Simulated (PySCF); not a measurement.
**GeC: bond curves at several levels of theory**

An exercise on one series of results from a longer session: the logs are not shown, and one member is left open.

Method: Ge 6-31G(d,p), C 6-31G(d,p), no relativity; program: PySCF 2.14.0.

1 further run of the same task is left out (it didn't finish).

Set-up of the first run:

Settings of the job:

```yaml
atoms: Ge, C
charge: 0
basis: Ge 6-31G(d,p), C 6-31G(d,p)
Hamiltonian: no relativity
basis_functions: 46
electrons_treated: 38
masses_in_u: 73.9212, 12.0000
levels: PBE0, PBE, r²SCAN, PW91, TPSSh, BP86, LC-ωPBE, HF, MP2, SCS-MP2
grid: 80 radial by 434 angular points
occupations: held fixed by the projection of orbital angular momentum
dissociation_limit: Ge + C, each in its ground configuration
starting_distance_in_angstrom: 1.870
values_of_2S_to_try: 0, 2, 4
```

Started as:

```console
$ OMP_NUM_THREADS=1 python dia.py task.json out
```

Among the steps run: Set-up; First curve: PBE0; Higher solutions at PBE0; PBE (GGA); r²SCAN; PW91 (GGA); TPSSh; BP86; LC-ωPBE; ROHF.

One of the session's tables, all rows but one given; the rest of the session is left out.

Energy (eV) from each level's lowest point:

```
R (Å)   ROHF  ROHF-MP2  ROHF-SCS-MP2    PBE   PW91
1.549  1.121     1.351         1.361  1.369  1.355
1.621  0.442     0.615         0.622  0.641  0.632
1.693  0.097     0.200         0.204  0.223  0.219
1.747  0.000     0.047         0.050  0.062  0.060
1.801  0.007     0.000         0.000  0.000  0.000
1.855  0.092     0.038         0.035  0.013  0.015
1.927  0.288     0.197         0.185  0.118  0.122
2.017      ?         ?             ?      ?      ?
2.125  1.038     1.054         1.002  0.685  0.690
```

Estimate the missing values for R (Å) = 2.017.

Worked estimate for «ROHF». A straight line through the neighbours (1.927, 0.288) and (2.125, 1.038) gives 0.288 + (1.038 − 0.288) × (2.017 − 1.927) / (2.125 − 1.927) = 0.629; a parabola fitted to 3 rows on both sides gives 0.591.

The run gave: ROHF: 0.612; ROHF-MP2: 0.525; ROHF-SCS-MP2: 0.498; PBE: 0.343; PW91: 0.347. In «ROHF» the line misses by +0.017 and the parabola by -0.021.

Limits of these values: Lowest PBE0 solution found, without spin–orbit coupling: ³Π (triplet), unpaired electrons σ ↑, π ↑. Warnings in the runs' records: inverted.
